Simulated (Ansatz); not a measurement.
# CH₂Ge (singlet): from Hartree-Fock to the top rungs, cc-pVDZ

An exercise on one series of results from a longer session: the logs are not shown, and one member is left open.

Program: Ansatz 0.2.0, Gaussian basis. Level of theory: cc-pVDZ, core rule «outside noble gas», up to 15 orbitals frozen. These are calculated values, not measurements.

To be run: UHF; CCSD(T) on RHF; CCSD(T) on UHF; BCCD(T) on RHF; CISD; CCSDT(Q) on RHF; CCSDT(Q) on UHF; CCSDTQ on RHF; CASSCF and MRCISD+Q, 10 electrons in 10 orbitals; CASSCF and MRCISD+Q(relaxed), 10 electrons in 10 orbitals; CASSCF and NEVPT2, 10 electrons in 10 orbitals.

4 further runs of the same task are left out: 4 set aside as unsound or not needed.

### The geometry

The geometry is a PBE0/def2-TZVP stationary point (not a proven minimum). No spin-orbit coupling is included. The filled d shell of Ge may be among the frozen orbitals whatever the setting's name suggests; the logs give the count.

4 atoms, charge 0, spin multiplicity 1.

Atoms are counted from 1 here; the program's logs count them from 0.

Bond lengths: Ge1–C2 1.786 Å, C2–H3 1.089 Å, C2–H4 1.089 Å. Angles: Ge1–C2–H3 123.1°, Ge1–C2–H4 123.1°, H3–C2–H4 113.7°.

The first run:

File in.yaml:

```yaml
crystal:
  periodic: [false, false, false]
  atoms:
    - {symbol: Ge, position_ang: [0.000000, 0.000000, 0.302970]}
    - {symbol: C, position_ang: [0.000000, 0.000000, -1.483402]}
    - {symbol: H, position_ang: [0.000000, -0.912198, -2.078999]}
    - {symbol: H, position_ang: [0.000000, 0.912198, -2.078999]}
basis:
  gaussian: {orbitals: cc-pVDZ}
magnetization: {spin_polarized: true, initial_magnetization: 0}
hamiltonian: {xc: hf}
output: {orbitals: {seedname: orbitals}}
```

Launch:

```sh
ansatz run in.yaml --threads 1 --pin off --events-out ev --progress --plain --max-ram 2816MiB --backend cpu
```

Among the steps run: UHF; CCSD(T) on RHF; CCSD(T) on UHF; BCCD(T) on RHF; CISD; CCSDT(Q) on RHF; CCSDT(Q) on UHF; CCSDTQ on RHF; CASSCF and MRCISD+Q, 10 electrons in 10 orbitals; CASSCF and MRCISD+Q(relaxed), 10 electrons in 10 orbitals; CASSCF and NEVPT2, 10 electrons in 10 orbitals.

One of the session's tables, all rows but one given; the rest of the session is left out.

| method | from RCCSDTQ (kJ/mol) |
| --- | --- |
| RHF | +659.6 |
| UHF | +647.4 |
| RMP2 | +100.3 |
| RCCSD | +29.3 |
| RCCSD(T) | +4.3 |
| BCCD(T) | +4.2 |
| RCCSDT | +2.1 |
| RCCSDT(Q) | ? |
| RCCSDTQ | 0 |
| CASSCF valence | +349.1 |
| NEVPT2 valence | +87.9 |
| MRCISD valence | +22.4 |
| MRCISD+Q valence | +2.7 |
| MRCISD+Q(relaxed) valence | -1.6 |

Q: Estimate the row for RCCSDT(Q) from the others.

The run gave: from RCCSDTQ (kJ/mol): -0.1. In the column «from RCCSDTQ (kJ/mol)» it lies between MRCISD+Q(relaxed) valence (-1.6) and RCCSDTQ (0).

Some runs used a GPU and others CPU threads alone; cost is compared among the CPU runs only.

Among the levels timed on like hardware, those that no quicker one beats, quickest first: RCCSD(T) (0.8 s, +4.3 kJ/mol); BCCD(T) (0.98 s, +4.2 kJ/mol); RCCSDT(Q) (3.6 s, -0.1 kJ/mol).

Limits of these values: Of the multireference levels listed MRCISD+Q(relaxed) valence comes nearest in total energy (-1.6 kJ/mol), which doesn't show that its space is the better one.
